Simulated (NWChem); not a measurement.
# BNH3 (SMILES B[NH]) at U-r2SCAN/SBKJC-VDZ (core potential)

What is the electronic atomisation energy of BNH3 at U-r2SCAN/SBKJC-VDZ (core potential)? 

Program for the calculation: NWChem 7.3.0.

10 further runs of the same task are left out: 10 set aside as unsound or not needed.

### Step 1. Starting point

The species is BNH3 (5 atoms), meant as a doublet with charge 0. As SMILES, `B[NH]`. The coordinates come from a PBE0-D4/def2-TZVP relaxation.

Bond lengths: B1–N2 1.329 Å, B1–H3 1.210 Å, B1–H4 1.204 Å, N2–H5 0.999 Å. Angles: B1–N2–H5 163.9°, N2–B1–H3 118.8°, N2–B1–H4 121.2°, H3–B1–H4 119.9°.

### Step 2. A single-point energy at U-r2SCAN/SBKJC-VDZ (core potential) (run 1)

sp.nw reads:

```
start sp
memory 2200 mb
geometry noautosym nocenter noautoz
  B       -0.310800      -0.370100      -0.091600
  N        0.531200       0.655200      -0.019800
  H       -0.414800      -1.107400       0.862500
  H       -0.964100      -0.573100      -1.081900
  H        1.208400       1.321700       0.289300
end
basis spherical bse
  * library SBKJC-VDZ
end
ecp bse
  B library SBKJC-VDZ
  N library SBKJC-VDZ
end
dft
  xc r2scan
  mult 2
  grid fine
  convergence energy 1e-08
  iterations 100
  mulliken
  noprint "final vectors analysis"
end
task dft energy
```

Command:

```console
$ nwchem sp.nw > sp.out
```

Log:

```text
[...]
          Wavefunction type:  spin polarized.
          No. of atoms     :     5
          No. of electrons :    11
[...]
          Charge           :     0
          Spin multiplicity:     2
[...]
          AO basis - number of functions:    22
[...]
              XC Information
              --------------
                      r^2SCAN Method XC Functional
               r^2SCAN metaGGA Exchange Functional  1.000
                     r^2SCAN Correlation Potential  1.000
[...]
 d= 0,ls=0.0,diis     1    -14.3593588136 -2.93D+01  1.48D-02  3.48D-02     0.4
[...]
 d= 0,ls=0.0,diis    12    -14.3969804190 -5.34D-10  4.54D-07  5.08D-11     4.0
[...]
         Total DFT energy =      -14.396980419048
      One electron energy =      -50.726538288796
           Coulomb energy =       25.969949147625
    Exchange-Corr. energy =       -4.587400025014
 Nuclear repulsion energy =       14.947008747137
[...]
      Total Density - Mulliken Population Analysis
     ---------------------------------------------
    Atom       Charge   Shell Charges
 -----------   ------   -------------------------------------------------------
    1 B    3     3.44   1.05  1.95  0.21  0.23
    2 N    5     5.09   1.25  2.97  0.20  0.68
    3 H    1     0.90   0.44  0.46
    4 H    1     0.89   0.44  0.45
    5 H    1     0.68   0.44  0.25
[...]
      <S2> =      0.7603 (Exact =     0.7500)
[...]
```

It took 4.8 s on 1 thread of Intel Xeon Platinum 8488C (Sapphire Rapids), shared host; peak memory 0.11 GiB.

### Step 3. The B atom, same level (run 2)

b.nw reads:

```
start b
memory total 2200 mb

geometry units bohr noautosym nocenter noautoz
  B   0.00000000  0.00000000  0.00000000
end

basis "ao basis" spherical bse
  * library SBKJC-VDZ
end

ecp bse
  B library SBKJC-VDZ
end

dft
  xc r2scan
  mult 2
  grid fine
  convergence energy 1e-08
  iterations 100
  mulliken
  noprint "final vectors analysis"
end

task dft
```

Run the same way, it converges to -2.59657 Eh (log not shown).

### Step 4. The H atom (run 3)

h.nw reads:

```
start h
title "H"
memory stack 880 mb heap 220 mb global 1100 mb
charge 0
geometry units angstrom noautosym nocenter noautoz
H     0.000000    0.000000    0.000000
end
basis spherical bse
* library SBKJC-VDZ
end
dft
xc r2scan
mult 2
grid fine
convergence energy 1e-08
iterations 100
mulliken
noprint "final vectors analysis"
end
task dft energy
```

Run the same way, it converges to -0.49563 Eh (log not shown).

### Step 5. The N atom at the same level (run 4)

test.nw reads:

```
start test
memory total 2200 mb
geometry units angstroms noautosym nocenter noautoz
  N      0.000000     0.000000     0.000000
end
basis spherical bse
  * library SBKJC-VDZ
end
ecp bse
  N library SBKJC-VDZ
end
dft
  xc r2scan
  mult 4
  grid fine
  convergence energy 1e-08
  maxiter 100
  mulliken
  print low
end
task dft energy
```

Command:

```console
$ nwchem test.nw > test.out
```

Log:

```text
[...]
 d= 0,ls=0.0,diis     1     -9.7081106209 -9.71D+00  5.81D-02  8.75D-02     0.1
[...]
 d= 0,ls=0.0,diis     6     -9.7468538885 -1.46D-11  5.26D-09  1.60D-15     0.2
[...]
         Total DFT energy =       -9.746853888534
      One electron energy =      -15.642521005608
           Coulomb energy =        8.293592558633
    Exchange-Corr. energy =       -2.397925441559
 Nuclear repulsion energy =        0.000000000000
[...]
      Total Density - Mulliken Population Analysis
     ---------------------------------------------
    Atom       Charge   Shell Charges
 -----------   ------   -------------------------------------------------------
    1 N    5     5.00   1.40  2.31  0.60  0.69
     --------------------------------------------
      Spin Density - Mulliken Population Analysis
     --------------------------------------------
    Atom       Charge   Shell Charges
 -----------   ------   -------------------------------------------------------
    1 N    5     3.00   0.06  2.31 -0.06  0.69
[...]
      <S2> =      3.7512 (Exact =     3.7500)
[...]
```

It took 0.75 s on 1 thread of Intel Xeon Platinum 8488C (Sapphire Rapids), shared host; peak memory 0.11 GiB.

### Step 6. All runs side by side

```csv
run,level,core potential,partner,energy (Eh),⟨S²⟩,wall time
1,U-r2SCAN/SBKJC-VDZ (core potential),SBKJC-VDZ,base,-14.396980,0.760,4.8 s
2,U-r2SCAN/SBKJC-VDZ (core potential),SBKJC-VDZ,atoms,-2.596571,0.750,0.79 s
3,U-r2SCAN/SBKJC-VDZ,–,atoms,-0.495627,0.750,0.62 s
4,U-r2SCAN/SBKJC-VDZ (core potential),SBKJC-VDZ,atoms,-9.746854,3.751,0.75 s
```

### Step 7. Results

At U-r2SCAN/SBKJC-VDZ (core potential):

```
                     quantity        value
         N atom: total energy  -9.74685 Eh
                 N atom: ⟨S²⟩        3.751
electronic atomisation energy    15.420 eV
```

In words: Taking the molecule apart into free atoms costs 15.42 eV (356 kcal/mol), before zero-point energy and without spin-orbit coupling. The basis has no polarisation functions, which makes bonds too weak. All runs together took 7 s, the longest 4.8 s.
